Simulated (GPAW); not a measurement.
# NbP in GPAW: notebook

Aim: see how the results for NbP move with the level of theory and the settings. Levels: LDA, PBE, PBEsol, RPBE, vdW-DF-cx. Tasks: single point.

All numbers are computed with GPAW 26.7.0; they aren't measurements. Logs are shortened: lines on timing, memory, paths and dates and some standing lists are left out, and cuts for length are marked. The log counts tension as positive stress, the text compression.

## Step 1: The cell of the first run

The cell holds a slab with vacuum, 8 atoms: a = 3.350 Å, b = 3.350 Å, c = 24.561 Å, α = 90.00°, β = 90.00°, γ = 90.00°.

## Step 2: Single point, LDA (the (0 0 1) slab of NbP, cut from the database cell, not relaxed)

Input file run.py:

```python
import numpy as np
from ase.dft.bandgap import bandgap
from ase.io import read, write
from gpaw import GPAW, PW

atoms = read('NbP.xyz')
atoms.pbc = (True, True, False)

calc = GPAW(mode=PW(450),
            xc='LDA',
            kpts={'size': (8, 8, 1), 'gamma': True},
            occupations={'name': 'fermi-dirac', 'width': 0.05},
            nbands=63,
            convergence={'density': 1e-05, 'energy': 1e-05},
            maxiter=150,
            poissonsolver={'dipolelayer': 'xy'},
            txt='gpaw.txt')
atoms.calc = calc
energy = atoms.get_potential_energy()
forces = atoms.get_forces()
calc.write('gs.gpw')
write('result.traj', atoms)
print(f'Energy: {energy:.6f} eV')
print('Forces (eV/A):')
print(forces.round(4))
print('Fermi level:', round(calc.get_fermi_level(), 4), 'eV')
print(f'Gap: {bandgap(calc)[0]:.4f} eV, direct: {bandgap(calc, direct=True)[0]:.4f} eV')

v = calc.get_electrostatic_potential().mean(axis=(0, 1))
z = np.arange(len(v)) * atoms.cell[2, 2] / len(v)
ef = calc.get_fermi_level()
np.savetxt('planar.dat', np.c_[z, v], fmt='%.4f')
below, above = np.interp([1.5, atoms.cell[2, 2] - 1.5], z, v) - ef
print(f'Work functions: bottom {below:.4f} eV, top {above:.4f} eV')
print('Dipole moment:', *calc.get_dipole_moment().round(5), 'e A')
```

Input file NbP.xyz:

```xyz
8
Lattice="3.3498465088 0.0000000000 0.0000000000 0.0000000000 3.3498465088 0.0000000000 0.0000000000 0.0000000000 24.5614931227" Properties=species:S:1:pos:R:3 pbc="T T T"
Nb     1.6749232544      1.6749232544      7.5000000000
P      0.0000000000      0.0000000000      8.4513307440
Nb     0.0000000000      1.6749232544     10.3700540879
P      1.6749232544      0.0000000000     11.3213849468
Nb     0.0000000000      0.0000000000     13.2401081759
P      1.6749232544      1.6749232544     14.1914389199
Nb     1.6749232544      0.0000000000     16.1101622638
P      0.0000000000      1.6749232544     17.0614931227
```

Potentials or basis: the program's PAW data sets (release 1.2.1) made for this functional, pw.

The run is started by

```console
$ OMP_NUM_THREADS=1 python run.py
```

gpaw.txt:

```text
__  _  _
 | _ |_)|_||  |
 |__||  | ||/\| - 26.7.0

Input parameters:
  mode=PW(ecut=450.00000000000006),
  convergence={'density': 1e-05, 'energy': 1e-05},
  kpts=MonkhorstPack(size=(8, 8, 1), gamma=True),
  maxiter=150,
  nbands=63,
  occupations=Occupations(name='fermi-dirac', width=0.05),
  poissonsolver=PoissonSolver(dipolelayer='xy'),
  xc=XC(name='LDA')

Diagonalizing LCAO Hamiltonian
Converting LCAO to pw mode
   .-------.
  /|       |
 * |       |
 | |       |
 | |       |
 | |       |
 | |       |
 | |       |
 | |       |
 | |       |
 |P|       |
 | |       |
 | | Nb    |
 | |       |
 | |  P    |
 | |       |
 Nb|       |
 | |       |
 |Nb P     |
 | |       |
 | |       |
 | |       |
 P |  Nb   |
 | |       |
 | |       |
 | |       |
 | |       |
 | |       |
 | |       |
 | |       |
 | .-------.
 |/       /
 *-------*

Atoms  # Å, Bohr magnetons
|   | symbol |        x |        y |         z |    initial magnetic moments |
|---|--------|----------|----------|-----------|-----------------------------|
| 0 |     Nb | 1.674923 | 1.674923 |  7.500000 | ( 0.0000,  0.0000,  0.0000) |
| 1 |      P | 0.000000 | 0.000000 |  8.451331 | ( 0.0000,  0.0000,  0.0000) |
| 2 |     Nb | 0.000000 | 1.674923 | 10.370054 | ( 0.0000,  0.0000,  0.0000) |
| 3 |      P | 1.674923 | 0.000000 | 11.321385 | ( 0.0000,  0.0000,  0.0000) |
| 4 |     Nb | 0.000000 | 0.000000 | 13.240108 | ( 0.0000,  0.0000,  0.0000) |
| 5 |      P | 1.674923 | 1.674923 | 14.191439 | ( 0.0000,  0.0000,  0.0000) |
| 6 |     Nb | 1.674923 | 0.000000 | 16.110162 | ( 0.0000,  0.0000,  0.0000) |
| 7 |      P | 0.000000 | 1.674923 | 17.061493 | ( 0.0000,  0.0000,  0.0000) |

Unit cell  # Å
| periodic |        x |        y |         z |   lengths |    angles |
|----------|----------|----------|-----------|-----------|-----------|
|      yes | 3.349847 | 0.000000 |  0.000000 |  3.349847 | 90.000000 |
|      yes | 0.000000 | 3.349847 |  0.000000 |  3.349847 | 90.000000 |
|       no | 0.000000 | 0.000000 | 24.561493 | 24.561493 | 90.000000 |

Number of symmetries: 4
Symmetry operations  # r_c * U_cc + t_c -> r_c
|   | kind |            matrix            |
|---|------|------------------------------|
| 0 |  E   |  1, 0, 0,  0, 1, 0,  0, 0, 1 |
| 1 |  σ   |  1, 0, 0,  0,-1, 0,  0, 0, 1 |
| 2 |  σ   | -1, 0, 0,  0, 1, 0,  0, 0, 1 |
| 3 |  C2  | -1, 0, 0,  0,-1, 0,  0, 0, 1 |

BZ-sampling:
  Number of BZ points: 64
  Number of IBZ points: 25

  Monkhorst-Pack size: [8, 8, 1]
  Monkhorst-Pack shift: [0.0625, 0.0625, 0.0]

K-points  # in reciprocal-cell coordinates
|     |                                coordinates |     weight |
|-----|--------------------------------------------|------------|
|   0 | (  0.00000000,   0.00000000,   0.00000000) | 0.01562500 |
|   1 | (  0.00000000,   0.12500000,   0.00000000) | 0.03125000 |
|   2 | (  0.00000000,   0.25000000,   0.00000000) | 0.03125000 |
|   3 | (  0.00000000,   0.37500000,   0.00000000) | 0.03125000 |
|   4 | (  0.00000000,   0.50000000,   0.00000000) | 0.01562500 |
|   5 | (  0.12500000,   0.00000000,   0.00000000) | 0.03125000 |
|   6 | (  0.12500000,   0.12500000,   0.00000000) | 0.06250000 |
|   7 | (  0.12500000,   0.25000000,   0.00000000) | 0.06250000 |
|   8 | (  0.12500000,   0.37500000,   0.00000000) | 0.06250000 |
|   9 | (  0.12500000,   0.50000000,   0.00000000) | 0.03125000 |
| ... |                                            |            |
|  24 | (  0.50000000,   0.50000000,   0.00000000) | 0.01562500 |

Plane wave coefficients: 6032
Cutoff: 450.00000000000006 eV

Spin-components: 1 (collinear spins)
Bands:           63
Projectors:      44
Spin-degeneracy: 2
Datatype:        complex128

Parallelization:
  kpt:    1
  domain: 1
  band:   1

Density:
  Valence electrons: 72.0
  Components: 1
  Grid points: [ 18  18 125]
  Charge: 0.0  # |e|

Potential:
  Grid points: [ 18  18 125]

species:
  Nb:
    name:    Niobium
    Z:       41.0
    valence: 13
    core:    28
    charge:  0.0  # [|e|]
    compensation charges:
      type: gauss
      rc: 0.40  # [Å]
      lmax: 2
    cutoffs:
      filter: 2.35  # [Å]
      core: 1.51  # [Å]
    projectors
    | kind |    occ | energy [eV] | rcut [Å] |
    |------|--------|-------------|----------|
    |   4s |  2.000 |     -58.430 |    1.323 |
    |   5s |  1.000 |      -4.193 |    1.323 |
    |   4p |  6.000 |     -34.616 |    1.323 |
    |   5p |  0.000 |      -1.221 |    1.323 |
    |   4d |  4.000 |      -3.208 |    1.244 |
    |    d |        |      24.003 |    1.244 |

    Using partial waves for Nb as LCAO basis

  P:
    name:    Phosphorus
    Z:       15.0
    valence: 5
    core:    10
    charge:  0.0  # [|e|]
    compensation charges:
      type: gauss
      rc: 0.30  # [Å]
      lmax: 2
    cutoffs:
      filter: 1.69  # [Å]
      core: 1.81  # [Å]
    projectors
    | kind |    occ | energy [eV] | rcut [Å] |
    |------|--------|-------------|----------|
    |   3s |  2.000 |     -14.015 |    0.953 |
    |   3p |  3.000 |      -5.596 |    0.953 |
    |    s |        |      13.197 |    0.953 |
    |    p |        |      21.615 |    0.953 |
    |    d |        |       0.000 |    0.953 |

    Using partial waves for P as LCAO basis

Reference energy: -452272.543464  # eV

eigensolver:
  PPCG
  Converge bands: occupied
  niter=2

density mixing:
  MSR1-Mixer
  Pratt-step length: 0.05
  Maximum mixing coefficient: 0.75
  Old densities: 10
  SVD Regularization: 0.005
  Good broyden scale: 1.0
  Trust region scale: 1.0
  Backstep threshold: 4.0
  History deletion threshold: 6.0
  Fourier metric: weight=20.0, sigma=0.015

occupation numbers:
  Fermi-Dirac:
    width: 0.0500  # eV

<gpaw.new.pw.poisson.DipoleLayerPWPoissonSolver object>
xc functional:
  name: None

convergence criteria:
- Maximum integral of absolute [dens]ity change: 1e-05 electrons / valence electron
- Maximum [total energy] change in last 3 cyles: 1e-05 eV / valence electron
- Maximum integral of absolute [eigenst]ate change: 4e-08 eV^2 / valence electron
maximum number of iterations: 150

SCF iterations
|iter     | |      energy | eigst |  dens |
|---------|-|-------------|-------|-------|
|iter:   1| |  -80.660928 | +0.37 |       |
|iter:   2| |  -81.002449 | -1.29 | -0.90 |
|iter:   3| | -285.244965 | +0.47 | -0.93 |
|iter:   4| |  -85.989922 | -0.42 | -0.32 |
|iter:   5| |  -80.446031 | -1.27 | -0.84 |
|iter:   6| |  -82.321152 | -0.13 | -1.06 |
|iter:   7| |  -75.972541 | -2.12 | -0.94 |
|iter:   8| |  -75.019204 | -2.00 | -1.29 |
|iter:   9| |  -75.156942 | -2.06 | -1.55 |
|iter:  10| |  -74.831006 | -2.75 | -1.59 |
|iter:  11| |  -74.925768 | -3.08 | -1.98 |
|iter:  12| |  -74.824197 | -3.40 | -1.80 |
|iter:  13| |  -74.812580 | -3.96 | -2.16 |
|iter:  14| |  -74.805380 | -4.21 | -2.33 |
|iter:  15| |  -74.809911 | -4.52 | -2.60 |
|iter:  16| |  -74.801472 | -4.74 | -2.41 |
|iter:  17| |  -74.801020 | -5.82 | -3.16 |
|iter:  18| |  -74.801039c| -6.28 | -3.48 |
|iter:  19| |  -74.801002c| -7.06 | -3.93 |
|iter:  20| |  -74.801024c| -7.64c| -4.09 |
|iter:  21| |  -74.801019c| -7.91c| -4.44 |
|iter:  22| |  -74.801009c| -7.94c| -4.71 |
|iter:  23| |  -74.801014c| -8.32c| -4.73 |
|iter:  24| |  -74.801015c| -9.01c| -5.58c|

Converged in 24 steps
Energy contributions relative to reference atoms: (reference = -452272.543464)

Energy contributions:
  Kinetic:           2.059522
  Coulomb:         -22.589173
  Zero:             -0.358728
  External:          0.000000
  Xc:              -53.891707
  Entropy:          -0.041856
  Spinorbit:         0.000000
  ----------------------------
  Free energy:     -74.821943
  Extrapolated:    -74.801015

dipole moment: (-42.676348, -42.655514, -0.070501)  # |e|*Ang

Fermi level: 2.287
Eigenvalues  # (at kpt = [0.000, 0.000, 0.000])
| band index |      eig [eV] | occ [0-2] |
|------------|---------------|-----------|
|          0 |       -52.681 |     2.000 |
|        ... |               |           |
|         29 |         0.170 |     2.000 |
|         30 |         0.552 |     2.000 |
|         31 |         0.704 |     2.000 |
|         32 |         1.284 |     2.000 |
|         33 |         1.327 |     2.000 |
|         34 |         2.026 |     1.989 |
[... 8 lines left out ...]
|         43 |         5.181 |     0.000 |
|         44 |         5.287 |     0.000 |
|        ... |               |           |
|         62 |        11.247 |     0.000 |

No gap
No difference between direct/indirect transitions
vacuum-level: 7.243  # V
Workfunctions: 5.526, 4.387 eV (top, bottom)

Forces  # eV/Ang
|       x |       y |        z |
|---------|---------|----------|
| 0.00000 | 0.00000 |  1.60518 |  # Nb   0
| 0.00000 | 0.00000 | -0.65634 |  # P    1
| 0.00000 | 0.00000 | -0.35255 |  # Nb   2
| 0.00000 | 0.00000 |  0.18255 |  # P    3
| 0.00000 | 0.00000 | -0.24444 |  # Nb   4
| 0.00000 | 0.00000 |  0.06934 |  # P    5
| 0.00000 | 0.00000 |  0.14434 |  # Nb   6
| 0.00000 | 0.00000 | -0.74709 |  # P    7

# Writing to gs.gpw (mode='')
```

Run time: 6.9 min. Hardware: 1 thread of AMD EPYC 7R43 (Zen 3), shared host; peak memory 0.39 GiB.

Results:

```yaml
Free_energy: -74.8219 eV
Largest_force: 1.605 eV/Å
Band_gap_on_the_k_mesh: none (metal or under the smearing width)
Dipole_across_the_slab: -0.07 e·Å
Work_function_of_the_upper_face: 5.53 eV
Work_function_of_the_lower_face: 4.39 eV
```

Forces in eV/Å, atoms in the order of the input:
```
Nb   0.000  0.000  1.605
P    0.000  0.000 -0.656
Nb   0.000  0.000 -0.353
P    0.000  0.000  0.183
Nb   0.000  0.000 -0.244
P    0.000  0.000  0.069
Nb   0.000  0.000  0.144
P    0.000  0.000 -0.747
```

## Step 3: Single point, PBE (the (0 0 1) slab of NbP, cut from the database cell, not relaxed)

run.py: that of step 2 with these lines changed.

```diff
@@ -9,3 +9,3 @@
 calc = GPAW(mode=PW(450),
-            xc='LDA',
+            xc='PBE',
             kpts={'size': (8, 8, 1), 'gamma': True},
```

NbP.xyz is that of step 2.

Potentials or basis: GPAW PAW data sets (gpaw-data 1.2.1), pw.

The run is started by

```console
$ OMP_NUM_THREADS=1 python run.py
```

gpaw.txt:

```text
__  _  _
 | _ |_)|_||  |
 |__||  | ||/\| - 26.7.0

Input parameters:
  mode=PW(ecut=450.00000000000006),
  convergence={'density': 1e-05, 'energy': 1e-05},
  kpts=MonkhorstPack(size=(8, 8, 1), gamma=True),
  maxiter=150,
  nbands=63,
  occupations=Occupations(name='fermi-dirac', width=0.05),
  poissonsolver=PoissonSolver(dipolelayer='xy'),
  xc=XC(name='PBE')

Diagonalizing LCAO Hamiltonian
Converting LCAO to pw mode
   .-------.
  /|       |
 * |       |
 | |       |
 | |       |
 | |       |
 | |       |
 | |       |
 | |       |
 | |       |
 |P|       |
 | |       |
 | | Nb    |
 | |       |
 | |  P    |
 | |       |
 Nb|       |
 | |       |
 |Nb P     |
 | |       |
 | |       |
 | |       |
 P |  Nb   |
 | |       |
 | |       |
 | |       |
 | |       |
 | |       |
 | |       |
 | |       |
 | .-------.
 |/       /
 *-------*

Atoms  # Å, Bohr magnetons
|   | symbol |        x |        y |         z |    initial magnetic moments |
|---|--------|----------|----------|-----------|-----------------------------|
| 0 |     Nb | 1.674923 | 1.674923 |  7.500000 | ( 0.0000,  0.0000,  0.0000) |
| 1 |      P | 0.000000 | 0.000000 |  8.451331 | ( 0.0000,  0.0000,  0.0000) |
| 2 |     Nb | 0.000000 | 1.674923 | 10.370054 | ( 0.0000,  0.0000,  0.0000) |
| 3 |      P | 1.674923 | 0.000000 | 11.321385 | ( 0.0000,  0.0000,  0.0000) |
| 4 |     Nb | 0.000000 | 0.000000 | 13.240108 | ( 0.0000,  0.0000,  0.0000) |
| 5 |      P | 1.674923 | 1.674923 | 14.191439 | ( 0.0000,  0.0000,  0.0000) |
| 6 |     Nb | 1.674923 | 0.000000 | 16.110162 | ( 0.0000,  0.0000,  0.0000) |
| 7 |      P | 0.000000 | 1.674923 | 17.061493 | ( 0.0000,  0.0000,  0.0000) |

Unit cell  # Å
| periodic |        x |        y |         z |   lengths |    angles |
|----------|----------|----------|-----------|-----------|-----------|
|      yes | 3.349847 | 0.000000 |  0.000000 |  3.349847 | 90.000000 |
|      yes | 0.000000 | 3.349847 |  0.000000 |  3.349847 | 90.000000 |
|       no | 0.000000 | 0.000000 | 24.561493 | 24.561493 | 90.000000 |

Number of symmetries: 4
Symmetry operations  # r_c * U_cc + t_c -> r_c
|   | kind |            matrix            |
|---|------|------------------------------|
| 0 |  E   |  1, 0, 0,  0, 1, 0,  0, 0, 1 |
[... 93 lines left out ...]
    |   3p |  3.000 |      -5.506 |    0.953 |
    |    s |        |      13.244 |    0.953 |
    |    p |        |      21.705 |    0.953 |
    |    d |        |       0.000 |    0.953 |

    Using partial waves for P as LCAO basis

Reference energy: -452836.245791  # eV

eigensolver:
  PPCG
  Converge bands: occupied
  niter=2

density mixing:
  MSR1-Mixer
  Pratt-step length: 0.05
  Maximum mixing coefficient: 0.75
  Old densities: 10
  SVD Regularization: 0.005
  Good broyden scale: 1.0
  Trust region scale: 1.0
  Backstep threshold: 4.0
  History deletion threshold: 6.0
  Fourier metric: weight=20.0, sigma=0.015

occupation numbers:
  Fermi-Dirac:
    width: 0.0500  # eV

<gpaw.new.pw.poisson.DipoleLayerPWPoissonSolver object>
xc functional:
  name: PBE with 2 nearest neighbor stencil

convergence criteria:
- Maximum integral of absolute [dens]ity change: 1e-05 electrons / valence electron
- Maximum [total energy] change in last 3 cyles: 1e-05 eV / valence electron
- Maximum integral of absolute [eigenst]ate change: 4e-08 eV^2 / valence electron
maximum number of iterations: 150

SCF iterations
|iter     | |      energy | eigst |  dens |
|---------|-|-------------|-------|-------|
|iter:   1| |  -73.698857 | +0.36 |       |
|iter:   2| |  -73.671859 | -1.30 | -0.89 |
|iter:   3| | -347.730859 | +0.69 | -0.94 |
|iter:   4| |  -82.722502 | -0.09 | -0.30 |
|iter:   5| |  -74.733261 | -0.96 | -0.77 |
|iter:   6| |  -74.795386 | +0.25 | -1.02 |
|iter:   7| |  -69.071830 | -1.95 | -0.96 |
|iter:   8| |  -68.153976 | -1.99 | -1.27 |
|iter:   9| |  -69.769370 | -1.68 | -1.49 |
|iter:  10| |  -67.979579 | -2.21 | -1.23 |
|iter:  11| |  -67.965201 | -2.86 | -1.70 |
|iter:  12| |  -68.080405 | -2.75 | -1.78 |
|iter:  13| |  -68.009603 | -3.24 | -1.66 |
|iter:  14| |  -67.879969 | -3.61 | -1.82 |
|iter:  15| |  -67.880845 | -3.97 | -2.53 |
|iter:  16| |  -67.878635 | -4.41 | -2.45 |
|iter:  17| |  -67.875423 | -4.95 | -2.60 |
|iter:  18| |  -67.875203 | -5.47 | -3.15 |
|iter:  19| |  -67.875290c| -5.77 | -3.25 |
|iter:  20| |  -67.875202c| -6.26 | -3.39 |
|iter:  21| |  -67.875100c| -6.87 | -3.60 |
|iter:  22| |  -67.875113c| -7.59c| -4.03 |
|iter:  23| |  -67.875121c| -7.63c| -4.57 |
|iter:  24| |  -67.875111c| -7.79c| -4.43 |
|iter:  25| |  -67.875113c| -8.14c| -5.08c|

Converged in 25 steps
Energy contributions relative to reference atoms: (reference = -452836.245791)

Energy contributions:
  Kinetic:          11.092574
  Coulomb:         -31.207086
  Zero:             -0.322746
  External:          0.000000
  Xc:              -47.417173
  Entropy:          -0.041364
  Spinorbit:         0.000000
  ----------------------------
  Free energy:     -67.895795
  Extrapolated:    -67.875113

dipole moment: (-42.604289, -42.585429, -0.073585)  # |e|*Ang

Fermi level: 2.525
Eigenvalues  # (at kpt = [0.000, 0.000, 0.000])
| band index |      eig [eV] | occ [0-2] |
|------------|---------------|-----------|
|          0 |       -52.599 |     2.000 |
|        ... |               |           |
|         29 |         0.418 |     2.000 |
|         30 |         0.790 |     2.000 |
|         31 |         0.922 |     2.000 |
|         32 |         1.499 |     2.000 |
|         33 |         1.538 |     2.000 |
|         34 |         2.252 |     1.992 |
[... 8 lines left out ...]
|         43 |         5.433 |     0.000 |
|         44 |         5.522 |     0.000 |
|        ... |               |           |
|         62 |        11.387 |     0.000 |

No gap
No difference between direct/indirect transitions
vacuum-level: 7.254  # V
Workfunctions: 5.322, 4.134 eV (top, bottom)

Forces  # eV/Ang
|       x |       y |        z |
|---------|---------|----------|
| 0.00000 | 0.00000 |  1.10545 |  # Nb   0
| 0.00000 | 0.00000 | -0.70571 |  # P    1
| 0.00000 | 0.00000 | -0.36616 |  # Nb   2
| 0.00000 | 0.00000 |  0.18156 |  # P    3
| 0.00000 | 0.00000 | -0.24294 |  # Nb   4
| 0.00000 | 0.00000 |  0.07371 |  # P    5
| 0.00000 | 0.00000 |  0.23803 |  # Nb   6
| 0.00000 | 0.00000 | -0.28143 |  # P    7

# Writing to gs.gpw (mode='')
```

stdout:

```text
Energy: -67.875113 eV
Forces (eV/A):
[[ 0.      0.      1.1055]
 [ 0.      0.     -0.7057]
 [ 0.      0.     -0.3662]
 [ 0.      0.      0.1816]
 [ 0.      0.     -0.2429]
 [ 0.      0.      0.0737]
 [ 0.      0.      0.238 ]
 [ 0.      0.     -0.2814]]
Fermi level: 2.5254 eV
Gap: 0.0000 eV, direct: 0.0000 eV
Work functions: bottom 4.1341 eV, top 5.3223 eV
Dipole moment: -42.60429 -42.58543 -0.07358 e A
```

Wall time 8.3 min (1 thread of AMD EPYC 7R43 (Zen 3), shared host); peak memory 0.38 GiB.

Results:

```yaml
Free_energy: -67.8958 eV
Largest_force: 1.105 eV/Å
Band_gap_on_the_k_mesh: none (metal or under the smearing width)
Dipole_across_the_slab: -0.07 e·Å
Work_function_of_the_upper_face: 5.32 eV
Work_function_of_the_lower_face: 4.13 eV
```

Forces in eV/Å, atoms in the order of the input:
```
Nb   0.000  0.000  1.105
P    0.000  0.000 -0.706
Nb   0.000  0.000 -0.366
P    0.000  0.000  0.182
Nb   0.000  0.000 -0.243
P    0.000  0.000  0.074
Nb   0.000  0.000  0.238
P    0.000  0.000 -0.281
```

## Step 4: Single point, PBEsol (the (0 0 1) slab of NbP, cut from the database cell, not relaxed)

run.py: that of step 3 with these lines changed.

```diff
@@ -3,3 +3,5 @@
 from ase.io import read, write
-from gpaw import GPAW, PW
+from gpaw import GPAW, PW, setup_paths
+
+setup_paths.insert(0, '.')
 
@@ -9,3 +11,3 @@
 calc = GPAW(mode=PW(450),
-            xc='PBE',
+            xc='PBEsol',
             kpts={'size': (8, 8, 1), 'gamma': True},
```

NbP.xyz is that of step 3.

Potentials or basis: PAW data sets generated in the run's folder for this functional, pw.

The run is started by

```console
$ gpaw-setup -f PBEsol Nb P
$ OMP_NUM_THREADS=1 python run.py
```

It took 9.1 min on 1 thread of AMD EPYC 7R43 (Zen 3), shared host; peak memory 0.38 GiB.

Results (log left out):

* Free energy: -72.4318 eV
* Largest force: 1.398 eV/Å
* Band gap on the k mesh: none (metal or under the smearing width)
* Dipole across the slab: -0.07 e·Å
* Work function of the upper face: 5.37 eV
* Work function of the lower face: 4.21 eV

Forces in eV/Å, atoms in the order of the input:
```
Nb   0.000  0.000  1.398
P    0.000  0.000 -0.646
Nb   0.000  0.000 -0.355
P    0.000  0.000  0.179
Nb   0.000  0.000 -0.243
P    0.000  0.000  0.070
Nb   0.000  0.000  0.155
P    0.000  0.000 -0.558
```

Levels at points of the mesh, in eV from the Fermi level:
| k point | band 33 | band 34 | band 35 | band 36 | band 37 | band 38 | band 39 | band 40 |
| --- | --- | --- | --- | --- | --- | --- | --- | --- |
| (0.00, 0.00, 0.00) | -1.01 | -0.97 | -0.26 | -0.25 | -0.10 | 0.94 | 1.15 | 1.38 |
| (0.00, 0.50, 0.00) | -0.85 | -0.75 | -0.06 | 0.06 | 0.08 | 0.23 | 0.27 | 1.43 |
| (0.50, 0.00, 0.00) | -1.42 | -0.98 | 0.01 | 0.08 | 0.26 | 0.51 | 0.78 | 1.04 |
| (0.50, 0.50, 0.00) | -0.73 | -0.35 | -0.34 | 1.04 | 1.06 | 1.78 | 2.34 | 3.00 |

(Continued in part 2 of 2.)
